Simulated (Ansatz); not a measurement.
# SiO2: the cost of one run

Method: DFT LDA, scalar-relativistic, plane waves, PAW, in Ansatz 0.2.0.

### Step 1. The starting structure

Symmetry: Cmce, No. 64, orthorhombic system. Conventional cell: a = 9.038 Å, b = 10.116 Å, c = 8.925 Å, α = 90.00°, β = 90.00°, γ = 90.00°. Si (site symmetry 1) is surrounded by 4 O at 1.60 to 1.61 Å. O (site symmetry 2) has 2 Si at 1.60 Å in its first shell of neighbours. O (site symmetry m) has 2 Si at 1.61 Å in its first shell of neighbours. O (site symmetry -1) has 2 Si at 1.60 Å in its first shell of neighbours.

As a file:

```xyz
24
Lattice="4.5192 -5.0582 0.0000 4.5192 5.0582 0.0000 0.0000 0.0000 8.9248" Properties=species:S:1:pos:R:3 pbc="T T T"
Si    1.5344   -1.3688    8.1022
Si    2.9849   -1.3688    5.2851
Si    1.5344    1.3688    0.8226
Si    2.9849    1.3688    3.6398
Si    7.5041   -1.3688    8.1022
Si    7.5041    1.3688    0.8226
Si    6.0536   -1.3688    5.2851
Si    6.0536    1.3688    3.6398
O     7.4290    0.0000    0.0000
O     6.7789    1.1601    2.2312
O     6.1287    0.0000    4.4624
O     4.5192    1.7798    3.3910
O     2.2596    1.1601    2.2312
O     6.7789   -1.1601    6.6936
O     1.6095    0.0000    0.0000
O     2.2596   -1.1601    6.6936
O     2.2596    2.5291    0.0000
O     4.5192    3.2785    7.8534
O     4.5192   -1.7798    5.5338
O     4.5192   -3.2785    1.0714
O     2.9098    0.0000    4.4624
O     2.2596   -2.5291    0.0000
O     2.2596    2.5291    4.4624
O     2.2596   -2.5291    4.4624
```

It goes back to an entry of the Materials Project, which need not be the stable form.

It is the result of an earlier relaxation at this level (volume 17.00 Å³/atom; gap on the mesh: 5.38 eV).

### Step 2. The cell as listed, for comparison

The input, input.yaml:

```yaml
crystal:
  lattice:
    - [4.508138421, -5.1273102223, 0.0]
    - [4.508138421, 5.1273102223, 0.0]
    - [0.0, 0.0, 8.9926986]
  atoms:
    - { symbol: Si, position: [0.30687689, 0.03930053, 0.90952002] }
    - { symbol: Si, position: [0.46069947, 0.19312311, 0.59047998] }
    - { symbol: Si, position: [0.03930053, 0.30687689, 0.09047998] }
    - { symbol: Si, position: [0.19312311, 0.46069947, 0.40952002] }
    - { symbol: Si, position: [0.96069947, 0.69312311, 0.90952002] }
    - { symbol: Si, position: [0.69312311, 0.96069947, 0.09047998] }
    - { symbol: Si, position: [0.80687689, 0.53930053, 0.59047998] }
    - { symbol: Si, position: [0.53930053, 0.80687689, 0.40952002] }
    - { symbol: O, position: [0.80781623, 0.80781623, 0.0] }
    - { symbol: O, position: [0.63209758, 0.86790242, 0.25] }
    - { symbol: O, position: [0.69218377, 0.69218377, 0.5] }
    - { symbol: O, position: [0.33314225, 0.66685775, 0.38700594] }
    - { symbol: O, position: [0.13209758, 0.36790242, 0.25] }
    - { symbol: O, position: [0.86790242, 0.63209758, 0.75] }
    - { symbol: O, position: [0.19218377, 0.19218377, 0.0] }
    - { symbol: O, position: [0.36790242, 0.13209758, 0.75] }
    - { symbol: O, position: [0.0, 0.5, 0.0] }
    - { symbol: O, position: [0.16685775, 0.83314225, 0.88700594] }
    - { symbol: O, position: [0.66685775, 0.33314225, 0.61299406] }
    - { symbol: O, position: [0.83314225, 0.16685775, 0.11299406] }
    - { symbol: O, position: [0.30781623, 0.30781623, 0.5] }
    - { symbol: O, position: [0.5, 0.0, 0.0] }
    - { symbol: O, position: [0.0, 0.5, 0.5] }
    - { symbol: O, position: [0.5, 0.0, 0.5] }
basis:
  ecutwfc: 420
kpoints:
  mp_grid: { grid: [4, 4, 4] }
hamiltonian:
  xc: lda
scf:
  occupations: { method: gaussian, width: 0.02 }
output:
  forces: true
  stress: true
  eigenvalues: true
  populations: true
```

Run with:

```
ansatz run input.yaml --threads 4 --pin off --max-ram 10240MiB --backend cpu --events-out ev --progress --plain --runs-dir out
```

Q: Estimate wall time and peak memory on 4 threads of Intel Xeon at 2.50GHz (Skylake/Cascade Lake), shared host.

About 37 s, with a peak of 1.4 GiB.
